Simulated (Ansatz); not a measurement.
# Nb (bcc type): the cost of one run

Method: DFT, PBE, all-electron LAPW, scalar-relativistic, in Ansatz 0.2.0.

## (1) The structure to begin with

It takes space group Im-3m (No. 229, cubic). The conventional cell has a = 3.311 Å, b = 3.311 Å, c = 3.311 Å, α = 90.00°, β = 90.00°, γ = 90.00°. Nb (site symmetry m-3m) is surrounded by 8 Nb at 2.87 Å.

Structure file:

```
Nb
1.0
     3.31123    0.00000    0.00000
     0.00000    3.31123    0.00000
     0.00000    0.00000    3.31123
Nb
2
Direct
  0.00000 0.00000 0.00000
  0.50000 0.50000 0.50000
```

Atoms are numbered in the order of the input: Nb1, Nb2.

## (2) Bulk in the slab's orientation, LAPW

Input file input.yaml:

```yaml
crystal:
  lattice:
    - [3.3112325465, 0.0, 0.0]
    - [0.0, 3.3112325465, 0.0]
    - [0.0, 0.0, 3.3112325465]
  atoms:
    - { symbol: Nb, position: [0.0, 0.0, 0.0] }
    - { symbol: Nb, position: [0.5, 0.5, 0.5] }
kpoints:
  mp_grid: { grid: [10, 10, 10] }
scf:
  occupations: { method: fermi_dirac, width: 0.05 }
hamiltonian:
  xc: pbe
  pseudopotentials: { kind: all_electron, lapw: { basis_error: 0.001 } }
output:
  forces: true
  stress: true
  eigenvalues: true
```

On the command line:

```bash
$ ansatz run input.yaml --threads 2 --pin off --max-ram 5120MiB --backend cpu --events-out ev --progress --plain --runs-dir out
```

What time and memory should one allow on 2 threads of Arm Neoverse V1, shared host?

About 6.6 s, with a peak of 0.34 GiB.
